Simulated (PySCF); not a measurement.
# [Tm(BH4)2]+: structure and properties

Task: relax [Tm(BH4)2]+, compute its harmonic modes and analyse its electrons. It is a constructed species; whether it can be made isn't addressed.

Program: PySCF 2.14.0. Level of theory: PBE0, Tm lcecp-1-SVP with ECP58, B def2-SVP, H def2-SVP; scalar-relativistic core potentials, no spin–orbit coupling. These are calculated values, not measurements.

1 further run of the same task is left out (for a known fault of the program).

## 1. The system as given

11 atoms, charge 1, spin multiplicity 1.

Bond lengths: Tm1–B2 2.427 Å, Tm1–H4 2.331 Å, Tm1–H5 2.331 Å, Tm1–H6 2.331 Å, Tm1–B7 2.427 Å, Tm1–H9 2.331 Å, Tm1–H10 2.331 Å, Tm1–H11 2.331 Å, B2–H3 1.200 Å, B2–H4 1.250 Å, B2–H5 1.250 Å, B2–H6 1.250 Å, B7–H8 1.200 Å, B7–H9 1.250 Å, B7–H10 1.250 Å, B7–H11 1.250 Å. Angles: B2–Tm1–H4 30.4°, B2–Tm1–H5 30.4°, B2–Tm1–H6 30.4°, B2–Tm1–B7 131.8°, B2–Tm1–H9 108.0°, B2–Tm1–H10 159.9°, B2–Tm1–H11 118.5°, H4–Tm1–H5 51.9°, H4–Tm1–H6 51.9°, H4–Tm1–B7 108.0°, H4–Tm1–H9 94.5°, H4–Tm1–H10 138.0°, H4–Tm1–H11 88.6°, H5–Tm1–H6 51.9°, H5–Tm1–B7 159.9°, H5–Tm1–H9 138.0°, H5–Tm1–H10 169.3°, H5–Tm1–H11 134.8° and more.

As a file:

```xyz
11

Tm    0.0000    0.0000    0.0000
B     2.2156    0.0000    0.9915
H     3.3109    0.0000    1.4817
H     1.4954   -0.8335    1.5824
H     2.3010   -0.3051   -0.2177
H     1.7113    1.1386    1.1001
B    -2.2156    0.0000    0.9915
H    -3.3109    0.0000    1.4817
H    -1.4954    0.8335    1.5824
H    -2.3010    0.3051   -0.2177
H    -1.7113   -1.1386    1.1001
```

Formal oxidation states: Tm +3. Each metal's 12 4f electrons lie in its core potential, so multiplicities, spins and levels count the valence alone.

## 2. SCF at the start, singlet

run.py (the lines that set the calculation)

```python
mol = gto.M(atom='''
Tm     0.00000     0.00000     0.00000
B      2.21560     0.00000     0.99150
H      3.31090     0.00000     1.48170
H      1.49540    -0.83350     1.58240
H      2.30100    -0.30510    -0.21770
H      1.71130     1.13860     1.10010
B     -2.21560     0.00000     0.99150
H     -3.31090     0.00000     1.48170
H     -1.49540     0.83350     1.58240
H     -2.30100     0.30510    -0.21770
H     -1.71130    -1.13860     1.10010''',
    basis={'Tm': 'lcecp-1-SVP', 'B': 'def2-SVP', 'H': 'def2-SVP'},
    ecp={'Tm': 'lcecp-1-SVP'},
    charge=1, spin=0)
mf = dft.RKS(mol, xc='PBE0')
mf.grids.atom_grid = (50, 194)  # f atoms: unpruned, at least (60, 302)
mf = mf.density_fit()  # fitting sets: Tm AutoAux, B def2-universal-JKFIT, H def2-universal-JKFIT
mf.conv_tol = 1e-08; mf.max_cycle = 55
mf.kernel(dm0)  # dm0: free metal ions and neutral atoms
```

Run with:

```sh
> OMP_NUM_THREADS=2 python run.py
```

What it wrote:

```text
init E= -92.4989013836524
  HOMO = -0.570574650168862  LUMO = -0.332820264555593  gap/eV = 6.46963
cycle= 1 E= -92.8544254187293  delta_E= -0.356  |g|= 0.484  |ddm|= 2.97
  HOMO = -0.438388094206289  LUMO = -0.341840672780287  gap/eV = 2.62719
cycle= 2 E= -92.787349077166  delta_E= 0.0671  |g|= 0.64  |ddm|= 1.57
  HOMO = -0.50101132646058  LUMO = -0.290315154895798  gap/eV = 5.73333
cycle= 3 E= -92.944277133634  delta_E= -0.157  |g|= 0.0756  |ddm|= 1.03
  HOMO = -0.503933346751768  LUMO = -0.307130061997501  gap/eV = 5.35529
cycle= 4 E= -92.9465752565187  delta_E= -0.0023  |g|= 0.0123  |ddm|= 0.136
  HOMO = -0.504421357645029  LUMO = -0.304789237342785  gap/eV = 5.43227
cycle= 5 E= -92.9466314860788  delta_E= -5.62e-05  |g|= 0.00189  |ddm|= 0.0231
  HOMO = -0.504265506448125  LUMO = -0.304661936210714  gap/eV = 5.43149
cycle= 6 E= -92.9466326496552  delta_E= -1.16e-06  |g|= 0.000281  |ddm|= 0.00339
  HOMO = -0.504258447462099  LUMO = -0.304664411517148  gap/eV = 5.43123
cycle= 7 E= -92.9466326835671  delta_E= -3.39e-08  |g|= 4.68e-05  |ddm|= 0.000615
  HOMO = -0.504261675535149  LUMO = -0.304668149602676  gap/eV = 5.43122
cycle= 8 E= -92.9466326849317  delta_E= -1.36e-09  |g|= 1.02e-05  |ddm|= 0.000114
  HOMO = -0.504258774075438  LUMO = -0.304669049946566  gap/eV = 5.43111
Extra cycle  E= -92.9466326849728  delta_E= -4.11e-11  |g|= 7.72e-06  |ddm|= 2.74e-05
converged SCF energy = -92.9466326849728
```

Wall time 2.8 s (2 threads of Arm Neoverse V2, shared host); peak memory 0.66 GiB.

It gives: E = -92.946633 Eh, HOMO -13.72 eV, LUMO -8.29 eV, Mulliken charge on Tm1 +1.12 e. 

## 3. Relaxation, singlet

No symmetry is imposed.

run.py (the lines that set the calculation)

```python
mol = gto.M(atom='''
Tm     0.00000     0.00000    -0.14967
B      2.21560     0.00000     0.84183
H      3.31090     0.00000     1.33203
H      1.49540    -0.83350     1.43273
H      2.30100    -0.30510    -0.36737
H      1.71130     1.13860     0.95043
B     -2.21560     0.00000     0.84183
H     -3.31090     0.00000     1.33203
H     -1.49540     0.83350     1.43273
H     -2.30100     0.30510    -0.36737
H     -1.71130    -1.13860     0.95043''',
    basis={'Tm': 'lcecp-1-SVP', 'B': 'def2-SVP', 'H': 'def2-SVP'},
    ecp={'Tm': 'lcecp-1-SVP'},
    charge=1, spin=0)
mf = dft.RKS(mol, xc='PBE0')
mf.grids.atom_grid = (50, 194)  # f atoms: unpruned, at least (60, 302)
mf = mf.density_fit()  # fitting sets: Tm AutoAux, B def2-universal-JKFIT, H def2-universal-JKFIT
mf.conv_tol = 1e-08; mf.max_cycle = 55
mf.kernel(dm0)  # dm0: an SCF of this state at this start
# quasi-Newton relaxation in Cartesian coordinates to a largest gradient under 0.00045 Eh/bohr, steps kept in the point group
```

Run with:

```sh
> OMP_NUM_THREADS=2 python run.py
```

The driver keeps no SCF log for this step, only its results.

It took 39 s on 2 threads of Arm Neoverse V2, shared host.

Relaxation path:

```
step  energy from step 1 (eV)  largest force component (eV/Å)
   1                   0.0000                          1.6754
   2                  -0.1640                          1.3327
   3                  -0.4255                          0.3108
   4                  -0.4485                          0.2553
   5                  -0.4583                          0.2409
   6                  -0.4638                          0.1727
   7                  -0.4699                          0.1240
   8                  -0.4829                          0.1583
   9                  -0.4880                          0.1362
  10                  -0.4918                          0.0895
  11                  -0.4927                          0.0391
  12                  -0.4929                          0.0391
  13                  -0.4930                          0.0191
```

Close pairs (by a distance rule), those that changed most:

```
   bond  before (Å)  after (Å)  change (Å)
 Tm1–H9       2.331      2.113      -0.218
 Tm1–H4       2.331      2.113      -0.218
Tm1–H11       2.331      2.115      -0.216
 Tm1–H6       2.331      2.115      -0.216
 Tm1–H5       2.331      2.191      -0.141
Tm1–H10       2.331      2.191      -0.140
 Tm1–B2       2.427      2.327      -0.101
 Tm1–B7       2.427      2.327      -0.101
```

It ends in C2 at E = -92.964748 Eh.

```
Tm    0.00005   -0.00007   -0.26749
B     2.02401   -0.02536    0.87953
H     3.02278   -0.02985    1.53861
H     1.19812   -0.93765    1.19902
H     2.18268   -0.16183   -0.36515
H     1.33896    1.04064    0.99677
B    -2.02404    0.02539    0.87939
H    -3.02258    0.02992    1.53879
H    -1.19803    0.93759    1.19884
H    -2.18293    0.16188   -0.36523
H    -1.33903   -1.04066    0.99658
```

## 4. The relaxed geometry turned into its symmetry frame

run.py (the lines that set the calculation)

```python
mol = gto.M(atom='''
Tm     0.00000     0.00000    -0.17186
B      2.02401    -0.02540     0.97513
H      3.02265    -0.02993     1.63440
H      1.19805    -0.93766     1.29457
H      2.18281    -0.16185    -0.26951
H      1.33897     1.04062     1.09237
B     -2.02405     0.02535     0.97505
H     -3.02271     0.02984     1.63428
H     -1.19810     0.93759     1.29457
H     -2.18280     0.16186    -0.26959
H     -1.33901    -1.04068     1.09226''',
    basis={'Tm': 'lcecp-1-SVP', 'B': 'def2-SVP', 'H': 'def2-SVP'},
    ecp={'Tm': 'lcecp-1-SVP'},
    charge=1, spin=0)
mf = dft.RKS(mol, xc='PBE0')
mf.grids.atom_grid = (50, 194)  # f atoms: unpruned, at least (60, 302)
mf = mf.density_fit()  # fitting sets: Tm AutoAux, B def2-universal-JKFIT, H def2-universal-JKFIT
mf.conv_tol = 1e-08; mf.max_cycle = 55
mf.kernel(dm0)  # dm0: free metal ions and neutral atoms
```

Run with:

```sh
> OMP_NUM_THREADS=2 python run.py
```

What it wrote:

```text
init E= -92.5790626964351
  HOMO = -0.586854663190188  LUMO = -0.338024699291327  gap/eV = 6.77101
cycle= 1 E= -92.8967938886111  delta_E= -0.318  |g|= 0.433  |ddm|= 3.01
  HOMO = -0.465086920114506  LUMO = -0.306566056366298  gap/eV = 4.31357
cycle= 2 E= -92.8804444621819  delta_E= 0.0163  |g|= 0.48  |ddm|=  1.2
  HOMO = -0.519170770816918  LUMO = -0.276835235327567  gap/eV = 6.59429
cycle= 3 E= -92.9633188236207  delta_E= -0.0829  |g|= 0.0602  |ddm|= 0.732
  HOMO = -0.519375105682473  LUMO = -0.289433363960508  gap/eV = 6.25703
cycle= 4 E= -92.9647055898097  delta_E= -0.00139  |g|= 0.011  |ddm|= 0.109
  HOMO = -0.519825598378116  LUMO = -0.287597864393936  gap/eV = 6.31924
cycle= 5 E= -92.964747325187  delta_E= -4.17e-05  |g|= 0.00191  |ddm|= 0.0214
  HOMO = -0.519762596651008  LUMO = -0.287518016457425  gap/eV = 6.31970
cycle= 6 E= -92.9647484529339  delta_E= -1.13e-06  |g|= 0.00026  |ddm|= 0.00325
  HOMO = -0.51976835398154  LUMO = -0.287533084167985  gap/eV = 6.31944
cycle= 7 E= -92.9647484775172  delta_E= -2.46e-08  |g|= 3.01e-05  |ddm|= 0.000478
  HOMO = -0.519760858361883  LUMO = -0.28753364288115  gap/eV = 6.31922
cycle= 8 E= -92.9647484781023  delta_E= -5.85e-10  |g|= 4.45e-06  |ddm|= 8.37e-05
  HOMO = -0.519762511617062  LUMO = -0.287533032683145  gap/eV = 6.31929
Extra cycle  E= -92.9647484781127  delta_E= -1.04e-11  |g|= 2.51e-06  |ddm|= 1.53e-05
converged SCF energy = -92.9647484781127
```

Wall time 1.5 s (2 threads of Arm Neoverse V2, shared host).

Read off: E = -92.964748 Eh, HOMO -14.14 eV, LUMO -7.82 eV, Mulliken charge on Tm1 +0.85 e. 

## 5. Frequencies and infrared intensities

run.py (the lines that set the calculation): that of step 4 with these lines changed.

```diff
@@ -18,3 +18,4 @@
 mf = mf.density_fit()  # fitting sets: Tm AutoAux, B def2-universal-JKFIT, H def2-universal-JKFIT
-mf.conv_tol = 1e-08; mf.max_cycle = 55
-mf.kernel(dm0)  # dm0: free metal ions and neutral atoms
+mf.conv_tol = 1e-10; mf.max_cycle = 55
+mf.kernel(dm0)  # dm0: the density of the relaxed state
+# Hessian and dipole derivatives by central differences of gradients, 0.02 bohr
```

Run with:

```sh
> OMP_NUM_THREADS=2 python run.py
```

The driver keeps no SCF log for this step, only its results.

Wall time 99 s (2 threads of Arm Neoverse V2, shared host).

Point group C2; negative numbers are unstable modes, and those under 60 cm⁻¹ are near the numerical noise:

```
cm⁻¹  km/mol  symmetry
 -45     0.1         a
 123     5.1         a
 147     0.2         b
 558    57.5         b
 572     8.7         a
 618    12.6         b
 648     0.0         a
 653     0.0         a
 656     0.2         b
1085     2.0         a
1088     8.6         b
1093     6.3         a
1114    25.5         b
1245   189.4         b
1262    55.7         a
1292   196.0         b
1298    14.8         a
1305    13.9         b
1311     0.1         a
2176     1.0         a
2183   180.3         b
2194   320.6         b
2198     5.2         a
2242    10.5         b
2246   207.1         a
2722    20.9         b
2723     7.1         a
```

## 6. Displaced along the imaginary mode

No symmetry is imposed.

run.py (the lines that set the calculation)

```python
mol = gto.M(atom='''
Tm     0.00000     0.00000    -0.16986
B      2.03231    -0.03752     0.96361
H      3.03365    -0.06329     1.61860
H      1.29649    -1.08927     1.12188
H      2.19896     0.06207    -0.30550
H      1.24410     0.94011     1.27527
B     -2.03235     0.03747     0.96353
H     -3.03371     0.06321     1.61848
H     -1.29654     1.08921     1.12188
H     -2.19895    -0.06205    -0.30559
H     -1.24415    -0.94018     1.27517''',
    basis={'Tm': 'lcecp-1-SVP', 'B': 'def2-SVP', 'H': 'def2-SVP'},
    ecp={'Tm': 'lcecp-1-SVP'},
    charge=1, spin=0)
mf = dft.RKS(mol, xc='PBE0')
mf.grids.atom_grid = (50, 194)  # f atoms: unpruned, at least (60, 302)
mf = mf.density_fit()  # fitting sets: Tm AutoAux, B def2-universal-JKFIT, H def2-universal-JKFIT
mf.conv_tol = 1e-08; mf.max_cycle = 55
mf.kernel(dm0)  # dm0: an SCF of this state at this start
# quasi-Newton relaxation in Cartesian coordinates to a largest gradient under 0.00045 Eh/bohr, steps kept in the point group
```

Run with:

```sh
> OMP_NUM_THREADS=2 python run.py
```

The driver keeps no SCF log for this step, only its results.

It took 17 s on 2 threads of Arm Neoverse V2, shared host.

Relaxation path:

```
step  energy from step 1 (eV)  largest force component (eV/Å)
   1                   0.0000                          0.3732
   2                  -0.0218                          0.1618
   3                  -0.0271                          0.0572
   4                  -0.0273                          0.0394
   5                  -0.0276                          0.0138
   6                  -0.0276                          0.0159
```

Distances of close pairs at the start and the end, largest changes first:

```
  bond  before (Å)  after (Å)  change (Å)
 B2–H6       1.294      1.272      -0.022
B7–H11       1.294      1.272      -0.022
B7–H10       1.284      1.263      -0.021
 B2–H5       1.284      1.263      -0.021
 B7–H9       1.293      1.273      -0.021
 B2–H4       1.293      1.273      -0.021
Tm1–H9       2.130      2.115      -0.015
Tm1–H4       2.130      2.115      -0.015
```

It ends in C2 at E = -92.964724 Eh.

```
atom    x (Å)    y (Å)    z (Å)
 Tm1   0.0000   0.0000  -0.1730
  B2   2.0302  -0.0376   0.9652
  H3   3.0330  -0.0630   1.6174
  H4   1.2974  -1.0676   1.1116
  H5   2.1857   0.0615  -0.2839
  H6   1.2480   0.9194   1.2652
  B7  -2.0302   0.0375   0.9651
  H8  -3.0331   0.0629   1.6173
  H9  -1.2975   1.0676   1.1116
 H10  -2.1857  -0.0615  -0.2840
 H11  -1.2480  -0.9194   1.2651
```

## 7. Charges, bond orders and levels

run.py (the lines that set the calculation)

```python
mol = gto.M(atom='''
Tm     0.00005    -0.00007    -0.26749
B      2.02401    -0.02536     0.87953
H      3.02278    -0.02985     1.53861
H      1.19812    -0.93765     1.19902
H      2.18268    -0.16183    -0.36515
H      1.33896     1.04064     0.99677
B     -2.02404     0.02539     0.87939
H     -3.02258     0.02992     1.53879
H     -1.19803     0.93759     1.19884
H     -2.18293     0.16188    -0.36523
H     -1.33903    -1.04066     0.99658''',
    basis={'Tm': 'lcecp-1-SVP', 'B': 'def2-SVP', 'H': 'def2-SVP'},
    ecp={'Tm': 'lcecp-1-SVP'},
    charge=1, spin=0)
mf = dft.RKS(mol, xc='PBE0')
mf.grids.atom_grid = (75, 302)  # f atoms: unpruned, at least (60, 302)
mf = mf.density_fit()  # fitting sets: Tm AutoAux, B def2-universal-JKFIT, H def2-universal-JKFIT
mf.conv_tol = 1e-09; mf.max_cycle = 55
mf.kernel(dm0)  # dm0: the density of the relaxed state
```

Run with:

```sh
> OMP_NUM_THREADS=2 python run.py
```

What it wrote:

```text
init E= -92.9647597844541
  HOMO = -0.519755850699976  LUMO = -0.287538562999816  gap/eV = 6.31895
cycle= 1 E= -92.964759787919  delta_E= -3.46e-09  |g|= 6.26e-05  |ddm|= 0.000516
  HOMO = -0.519767927569033  LUMO = -0.287521324388801  gap/eV = 6.31975
cycle= 2 E= -92.9647597872681  delta_E= 6.51e-10  |g|= 7.57e-05  |ddm|= 0.000212
  HOMO = -0.519761248899259  LUMO = -0.287530485697097  gap/eV = 6.31932
cycle= 3 E= -92.9647597895098  delta_E= -2.24e-09  |g|= 3.26e-06  |ddm|= 0.000117
  HOMO = -0.519761527306185  LUMO = -0.287530710902831  gap/eV = 6.31932
cycle= 4 E= -92.9647597895133  delta_E= -3.52e-12  |g|= 7.12e-07  |ddm|= 5.65e-06
  HOMO = -0.51976139273  LUMO = -0.287530631316741  gap/eV = 6.31932
Extra cycle  E= -92.9647597895143  delta_E= -1.02e-12  |g|= 4.95e-07  |ddm|= 1.72e-06
converged SCF energy = -92.9647597895143
```

Wall time 13 s (2 threads of Arm Neoverse V2, shared host).

Read off: E = -92.964760 Eh, HOMO -14.14 eV, LUMO -7.82 eV, Mulliken charge on Tm1 +0.85 e, largest force component 0.018 eV/Å. 

Löwdin charges:

```
atom  value (e)
 Tm1       0.95
  B2      -0.22
  H3       0.04
  H4       0.08
  H5       0.05
  H6       0.07
  B7      -0.22
  H8       0.04
  H9       0.08
 H10       0.05
 H11       0.07
```

Mulliken charges: Tm1 +0.85, B2 -0.07, H3 +0.09, H4 +0.04, H5 -0.01, H6 +0.03, B7 -0.07, H8 +0.09, H9 +0.04, H10 -0.01, H11 +0.03 e.

Contacts (the nearest donor of each ligand) and Mayer bond orders:

```
     contact  distance (Å)  bond order
Tm1–H4 (BH4)         2.113        0.35
Tm1–H9 (BH4)         2.113        0.35
```

Mulliken populations of Tm1 outside the core potential: s 2.44, p 6.45, d 1.23, f 0.03.

Orbitals, density, ELF and potential are computed afterwards from the orbital file.

Frontier orbitals at PBE0, with the share of their density that lies nearest to each atom:

```
orbital  energy (eV)                                                                 lies on
   HOMO       -14.14  H3, H8 about 28 % each; B2, B7 about 11 % each; H5, H10 about 6 % each
   LUMO        -7.82                                      Tm1 61 %; 4 H atoms about 6 % each
```

ELF in a plane through or near 7 of the atoms.

Ten even steps from ' ' (0.00) to '@' (1.00):
```
                                                        
                                                        
                                                        
            ..                            ..            
        ..**%%**..                    ::**%%**..        
      ..**@@@@@@++..                ..==@@@@@@**..      
      ++@@@@@@@@%%::....        ....::%%@@@@@@@@**      
      ##@@@@@@@@%%------..    ..------%%@@@@@@@@%%      
      %%@@@@@@@@==..++++--    --++++..--@@@@@@@@%%..    
      ==##@@@@##..==++++::....::++==**++##@@@@%%==      
      ..==****++..--==--::++++::----====++****==..      
          ..--##@@%%==..**%%%%**..==%%@@##--..          
          ..##@@@@@@==..##..--%%::==@@@@@@##..          
          ::%%@@@@@@--..##++++%%::==@@@@@@%%::          
          ::%%@@@@@@::..++%%%%++..--@@@@@@%%::          
          ..##@@@@%%..  ::++++::  ..%%@@@@##..          
            ::++**--                --**++::            
                                                        
                                                        
                                                        
```
The map spans 11.2 Å across and 7.4 Å up, centred on the molecule. Atoms in the plane (x, y in Å): Tm1 (0.0, -1.0), B2 (-2.0, 0.1), H3 (-3.0, 0.8), H5 (-2.2, -1.1), B7 (2.0, 0.1), H8 (3.0, 0.8), H10 (2.2, -1.1).

log10 of the density (e/Å³) in the same plane.

Values, 10 rows by 14 columns:
```
-4.0 -4.0 -4.0 -4.0 -4.0 -4.0 -4.0 -4.0 -4.0 -4.0 -4.0 -4.0 -4.0 -4.0
-4.0 -4.0 -4.0 -3.5 -3.4 -3.7 -3.9 -3.9 -3.8 -3.5 -3.4 -3.6 -4.0 -4.0
-4.0 -3.6 -2.7 -2.0 -2.0 -2.4 -2.6 -2.7 -2.5 -2.2 -1.9 -2.2 -3.0 -4.0
-4.0 -3.0 -1.7 -0.6 -0.7 -1.2 -1.6 -1.9 -1.3 -1.0 -0.5 -1.0 -2.3 -3.7
-4.0 -2.8 -1.4  0.0  0.0 -0.3 -0.8 -1.2 -0.5 -0.2  0.1 -0.6 -2.0 -3.5
-4.0 -3.0 -1.8 -0.7  0.3 -0.2 -0.3  0.0 -0.4  0.8 -0.3 -1.2 -2.4 -3.7
-4.0 -3.5 -2.5 -1.1  0.1 -0.5  0.4  0.2 -0.3  0.0 -0.4 -1.8 -2.9 -4.0
-4.0 -4.0 -2.9 -1.7 -0.8 -1.0 -0.3  0.1 -0.9 -0.8 -1.1 -2.3 -3.4 -4.0
-4.0 -4.0 -3.6 -2.6 -2.0 -1.9 -1.7 -1.5 -1.9 -1.9 -2.2 -3.0 -4.0 -4.0
-4.0 -4.0 -4.0 -3.6 -3.2 -3.1 -3.1 -3.1 -3.1 -3.1 -3.3 -4.0 -4.0 -4.0
```
The map spans 11.2 Å across and 7.4 Å up, centred on the molecule. Atoms in the plane (x, y in Å): Tm1 (0.0, -1.0), B2 (-2.0, 0.1), H3 (-3.0, 0.8), H5 (-2.2, -1.1), B7 (2.0, 0.1), H8 (3.0, 0.8), H10 (2.2, -1.1).

On the surface of density 0.002 e/bohr³ the electrostatic potential runs, from the 1st to the 99th percentile, from 3.02 to 12.29 V.

## 8. Summary of results

```
                                              quantity                          value
                                 state and point group     singlet in the valence, C2
                                                 modes   -45 to 2723 cm⁻¹, 1 unstable
strongest infrared band (modes within 1.5 cm⁻¹ summed)         2194 cm⁻¹ (321 km/mol)
                                 metal–ligand contacts                         2.11 Å
                                       frontier levels  HOMO -14.14 eV, LUMO -7.82 eV
                       dipole about the centre of mass                         3.83 D
                                   mean polarisability                         8.8 Å³
```

What this shows: At the final geometry 1 mode is unstable, within the noise, so a saddle point isn't shown. The metal carries +0.95 e by Löwdin's partition against a formal +3, and bond orders to the nearest donors reach 0.35. Both measures hang on the basis. One start shape was tried, so another isomer may lie lower. The bases are small and lack diffuse functions. Spin–orbit coupling is left out.
